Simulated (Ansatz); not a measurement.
# Rb2As: the cost of one run

Program: Ansatz 0.2.0. Level of theory: DFT PBE+D3(BJ), scalar-relativistic, plane waves, PAW. These are calculated values, not measurements.

1 further run of the same task is left out (it didn't finish).

## (1) Starting point

It takes space group I4/mmm (No. 139, tetragonal). Conventional cell: a = 7.124 Å, b = 7.124 Å, c = 14.196 Å, α = 90.00°, β = 90.00°, γ = 90.00°. Rb (site symmetry 4mm) is surrounded by 1 Rb at 3.86 Å.

As a file:

```
CELL_PARAMETERS angstrom
-3.56186 3.56186 7.09784
3.56186 -3.56186 7.09784
3.56186 3.56186 -7.09784
ATOMIC_POSITIONS crystal
Rb 0.36412 0.36412 0.00000
Rb 0.63588 0.63588 0.00000
As 0.00000 0.00000 0.00000
```

The cell is invented: sheets of the CeSi2 type stacked in turn (I4/mmm, No. 139). Lengths come from tabulated atomic sizes and are only a guess.

## (2) Probe: one point on a coarse mesh

Contents of input.yaml:

```yaml
crystal:
  lattice:
    - [-3.5618553, 3.5618553, 7.09783504]
    - [3.5618553, -3.5618553, 7.09783504]
    - [3.5618553, 3.5618553, -7.09783504]
  atoms:
    - { symbol: Rb, position: [0.3641193, 0.3641193, 0.0] }
    - { symbol: Rb, position: [0.6358807, 0.6358807, 0.0] }
    - { symbol: As, position: [0.0, 0.0, 0.0] }
basis:
  ecutwfc: 420
kpoints:
  mp_grid: { grid: [4, 4, 4] }
hamiltonian:
  xc: pbe
  dispersion: d3bj
scf:
  occupations: { method: gaussian, width: 0.1 }
  lower_state_search: "off"
output:
  forces: true
  stress: true
  eigenvalues: true
```

Started as:

```console
ansatz run input.yaml --threads 1 --pin off --max-ram 2560MiB --backend cpu --events-out ev --progress --plain --runs-dir out
```

What time and memory should one allow on 1 thread of AMD EPYC (Zen 3), shared host?

About 14 s, with a peak of 0.58 GiB.
